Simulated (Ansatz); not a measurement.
# CHFSSe: basis-set convergence

How large a basis does CHFSSe need? Two functionals are run in growing sets.

Program: Ansatz 0.2.0, Gaussian basis. Level of theory: one geometry, several basis sets. These are calculated values, not measurements.

The runs, in order: PBE0-D4/def2-SVP; ωB97M-V/def2-SVP; PBE0-D4/def2-QZVPP; ωB97M-V/def2-QZVPP; the functionals' def2-TZVPP values are taken from earlier runs.

**1. Structure used throughout**

The geometry comes from an earlier relaxation with PBE0-D4 in a triple-zeta def2 set; it is a stationary point.

SMILES `FC(S)=[Se]`, 5 atoms, charge 0, spin multiplicity 1.

Atoms are counted from 1 here; the program's logs count them from 0.

Bond lengths: F1–C2 1.328 Å, C2–S3 1.723 Å, C2–Se4 1.755 Å, S3–H5 1.348 Å. Angles: F1–C2–S3 113.2°, F1–C2–Se4 122.6°, S3–C2–Se4 124.2°, C2–S3–H5 96.8°.

**2. PBE0-D4 in def2-SVP**

in.yaml

```yaml
crystal:
  periodic: [false, false, false]
  atoms:
    - {symbol: F, position_ang: [-0.791915, -0.414917, 1.031803]}
    - {symbol: C, position_ang: [-0.378649, -0.195724, -0.210591]}
    - {symbol: S, position_ang: [1.175455, 0.544311, -0.288524]}
    - {symbol: Se, position_ang: [-1.337638, -0.625727, -1.615494]}
    - {symbol: H, position_ang: [1.382647, 0.618358, 1.041406]}
basis:
  gaussian: {orbitals: def2-SVP}
hamiltonian: {xc: pbe0, dispersion: d4}
output: {orbitals: {seedname: orbitals}}
```

Run with:

```
ansatz run in.yaml --threads 2 --pin off --events-out ev --progress --plain --max-ram 4352MiB
```

After this run come: ωB97M-V in def2-SVP; PBE0-D4 in def2-QZVPP; ωB97M-V in def2-QZVPP.

**Question.** What will the summary of the whole plan be? Wanted: PBE0-D4: double and triple zeta above quadruple; ωB97M-V: double and triple zeta above quadruple.

The runs gave:

| quantity | value |
| --- | --- |
| PBE0-D4: double and triple zeta above quadruple | 18.22, 1.89 eV |
| ωB97M-V: double and triple zeta above quadruple | 18.18, 1.82 eV |

What this shows: For PBE0-D4 the step from double to triple zeta gains 16.33 eV and the next only 1.89 eV. These are total energies; as a rule much of such shifts cancels in differences, which this series doesn't test.
